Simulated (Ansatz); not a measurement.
# CHSeSi: the cost of one run

Method: PBE-D4/def2-SVP; program: Ansatz 0.2.0, Gaussian basis.

## 1. Starting geometry

4 atoms, charge 1, spin multiplicity 1.

Atoms are counted from 1 here; the program's logs count them from 0.

Bond lengths: C1–Si2 1.759 Å, Si2–Se3 2.209 Å, Se3–H4 1.461 Å. Angles: C1–Si2–Se3 175.2°, Si2–Se3–H4 94.3°.

Coordinates:

```xyz
4

C    -2.1254    0.4530    1.2211
Si   -0.5482    0.0958    0.5281
Se    1.4923   -0.3836   -0.1694
H     1.1813   -0.1652   -1.5798
```

## 2. Dynamics

Input file md/in.yaml:

```yaml
crystal:
  periodic: [false, false, false]
  atoms:
    - {symbol: C, position_ang: [-2.125400, 0.452950, 1.221090]}
    - {symbol: Si, position_ang: [-0.548160, 0.095830, 0.528090]}
    - {symbol: Se, position_ang: [1.492270, -0.383610, -0.169400]}
    - {symbol: H, position_ang: [1.181280, -0.165170, -1.579790]}
basis:
  gaussian: {orbitals: def2-SVP}
total_charge: 1
hamiltonian: {xc: pbe, dispersion: d4}
md: {n_steps: 80, timestep: 0.75, temperature: 200, ensemble: nvt_langevin, seed: 398, friction: 0.01, initial_velocities: maxwell_boltzmann}
```

Command:

```sh
> ansatz run in.yaml --threads 2 --pin off --events-out ev --progress --plain --max-ram 3481MiB
```

Q: Estimate wall time and peak memory on 2 threads of Arm Neoverse V1, shared host.

About 69 s, with a peak of 0.1 GiB.
